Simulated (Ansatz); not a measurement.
**LaSb: response to strain**

Aim: deform LaSb (zz strain of -2 %) and compute stress, forces and field gradients with LAPW, PAW and all-electron datasets made for the crystal.

Method: DFT PBEsol, scalar-relativistic, in Ansatz 0.2.0.

## Step 1: The starting structure

The structure is cubic, space group Fm-3m (No. 225). The conventional cell has a = 6.490 Å, b = 6.490 Å, c = 6.490 Å, α = 90.00°, β = 90.00°, γ = 90.00°. Around La (site symmetry m-3m) lie 6 Sb at 3.25 Å. Sb (site symmetry m-3m) is surrounded by 6 La at 3.25 Å.

Coordinates:

```cif
data_structure
_symmetry_space_group_name_H-M 'P 1'
_symmetry_Int_Tables_number 1
_cell_length_a 4.5891
_cell_length_b 4.5891
_cell_length_c 4.5891
_cell_angle_alpha 60.000
_cell_angle_beta 60.000
_cell_angle_gamma 60.000
_cell_volume 68.34
loop_
_atom_site_label
_atom_site_type_symbol
_atom_site_fract_x
_atom_site_fract_y
_atom_site_fract_z
_atom_site_occupancy
La1 La 0.00000 0.00000 0.00000 1
Sb1 Sb 0.50000 0.50000 0.50000 1
```

Atoms are numbered in the order of the input: La1, Sb2.

## Step 2: The deformed structure

Space group Fm-3m before, I4/mmm after.

## Step 3: LAPW, all electrons

The input, input.yaml:

```yaml
crystal:
  lattice:
    - [0.0, 3.245, 3.1801]
    - [3.245, 0.0, 3.1801]
    - [3.245, 3.245, 0.0]
  atoms:
    - { symbol: La, position: [0.0, 0.0, 0.0] }
    - { symbol: Sb, position: [0.5, 0.5, 0.5] }
kpoints:
  mp_grid: { grid: [10, 10, 10] }
  band_path:
    path:
      - [0.0, 0.0, 0.0]
      - [0.0, 0.5, 0.5]
      - [0.25, 0.75, 0.5]
      - [0.0, 0.5, 0.0]
      - [0.0, 0.0, 0.0]
      - [0.5, 0.5, 0.0]
      - [0.3801541025, 0.6198458975, 0.0]
      - [-0.3801541025, 0.3801541025, 0.0]
      - [0.0, 0.0, 0.0]
    npoints: 5
scf:
  occupations: { method: fermi_dirac, width: 0.05 }
hamiltonian:
  xc: pbesol
  pseudopotentials: { kind: all_electron, lapw: { basis_error: 0.001 } }
output:
  forces: true
  stress: true
  eigenvalues: true
```

Run with:

```
$ ansatz run input.yaml --threads 1 --pin off --max-ram 3072MiB --backend cpu --events-out ev --progress --plain --runs-dir out
```

## Step 4: PAW on the default files

The input, input.yaml:

```yaml
crystal:
  lattice:
    - [0.0, 3.245, 3.1801]
    - [3.245, 0.0, 3.1801]
    - [3.245, 3.245, 0.0]
  atoms:
    - { symbol: La, position: [0.0, 0.0, 0.0] }
    - { symbol: Sb, position: [0.5, 0.5, 0.5] }
kpoints:
  mp_grid: { grid: [10, 10, 10] }
scf:
  occupations: { method: fermi_dirac, width: 0.05 }
hamiltonian:
  xc: pbesol
  pseudopotentials: { kind: paw }
output:
  forces: true
  stress: true
  eigenvalues: true
  efg: { contact_densities: true }
```

## Step 5: Datasets made for this crystal

input.yaml, as its differences from that of step 4:

```diff
@@ -14,3 +14,3 @@
   xc: pbesol
-  pseudopotentials: { kind: paw }
+  pseudopotentials: { kind: all_electron, datasets: crystal }
 output:
```

(Steps that only read results are left out.)

What does the calculation give? Wanted: pressure; largest shear or deviatoric stress.

As calculated:

```
                                 quantity                                           value
                                 pressure  LAPW 0.26, PAW 0.23, crystal datasets 0.26 GPa
largest shear or deviatoric stress (LAPW)                                        1.83 GPa
```

In words: The largest part of the stress beyond the pressure is 1.83 GPa in size, in the zz component; the atoms are carried along and not relaxed. No run of the undeformed cell stands beside it, so the pressure holds what the given cell had before the change. PAW: stress within 0.03 GPa of LAPW. Crystal datasets: stress within 0.01 GPa of LAPW. Spin-orbit coupling is left out, though the cell holds La; in elements this heavy it can shift bands and gaps by tenths of an eV.
